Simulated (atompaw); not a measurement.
# Pseudopotential generation for Zn: PAW (atompaw), PBE

Task: generate the file, and judge it by its logarithmic derivatives, its ghosts and its cutoff.

Method: atompaw 4.2.0.5, PBE, scalar-relativistic.

## 1. Settings

Typed settings, in words:

```
element                 : zinc (Zn, Z = 30)
type                    : PAW
frozen core             : [Ne]
valence charge          : 20
reference configuration : 3s2 3p6 3d10 4s2 4p0
partial waves           : 3s (bound): rc 1.00 bohr; 4s (bound): rc 1.65 bohr; 3p (bound): rc 1.05 bohr; 4p (bound, empty): rc 1.65 bohr; 3d (bound): rc 1.05 bohr; 3d channel at -0.35 Ry: rc 1.05 bohr
local potential         : vpsmatchnc scheme with l = 3 at 0.5 Ry, radius 1.50 bohr
core correction         : smooth core density matched at 1.05 bohr
augmentation charge     : besselshape compensation charge, radius 1.20 bohr; PAW radius 1.65 bohr; waves and projectors: custom rrkj gramschmidtortho
```

The outer shells as boxes (Hund's rule for the drawing; the calculation is spin-unpolarised):

```
[Ne] core
3s [↑↓]
3p [↑↓][↑↓][↑↓]
3d [↑↓][↑↓][↑↓][↑↓][↑↓]
4s [↑↓]
4p [  ][  ][  ]
```

An earlier all-electron run gives the scale for the radii.

All-electron outer shells of the reference configuration (PBE, scalar-relativistic, ld1.x):

| shell | level (eV) | outermost node (bohr) | outermost maximum (bohr) |
| --- | --- | --- | --- |
| 2s | -1158.33 | 0.07 | 0.19 |
| 2p | -1004.03 | – | 0.15 |
| 3s | -129.23 | 0.28 | 0.59 |
| 3p | -83.40 | 0.25 | 0.59 |
| 3d | -10.14 | – | 0.57 |
| 4s | -5.98 | 0.85 | 2.09 |
| 4p | -1.12 | 0.92 | 3.08 |

## 2. Generating the potential

Zn.input reads:

```
Zn 30
GGA-PBE scalarrelativistic loggrid 1500 logderivrange -11 5 401
4 4 3 0 0 0
4 1 0
0 0 0
c
c
v
v
c
v
v
v
2
1.65 1.20 1.50 1.05
n
n
y
-0.35
n
custom rrkj gramschmidtortho besselshape
3 0.5 vpsmatchnc
1.00
1.65
1.05
1.65
1.05
1.05
PWSCFOUT
UPFDX 0.0125d0 UPFXMIN -7.d0 UPFZMESH 30.d0
END
```

Launch:

```sh
atompaw < Zn.input > Zn.log
```

Before running it: what results should come out? Wanted: cutoffs for 10 and 1 mRy, occupied levels; bound ghosts; largest phase difference near zero energy, channels read; lowest eigenvalue of the overlap; share of valence orbitals outside the PAW sphere; UPF file.

The runs gave:

| quantity | value |
| --- | --- |
| cutoffs for 10 and 1 mRy, occupied levels | 140 Ry and 230 Ry |
| bound ghosts | none found |
| largest phase difference near zero energy, channels read | 2.996 rad |
| lowest eigenvalue of the overlap (Bessel basis) | 0.406 (s) |
| share of valence orbitals outside the PAW sphere | 3s 0 %, 4s 84 %, 3p 1 %, 4p 96 %, 3d 9 % |
| UPF file | written |

What this shows: By its cutoff, 140 Ry for the looser tolerance, it is very hard. The slowest occupied level is 3d: taken alone it needs 140 Ry to come within 1 mRy, against 110 Ry for 3p. No bound ghost shows below the valence levels. Of the channels read, p scatters worst near zero energy, by up to 3.00 rad (at the energies tabulated). A step near π is an extra or missing state, not a misfit of shape. The pseudo curves have a pole with no partner nearby in the atom's: p at 0.67 Ry. At positive energy that is a spurious or a displaced resonance. These are tests on the free atom; a crystal test is still owed.
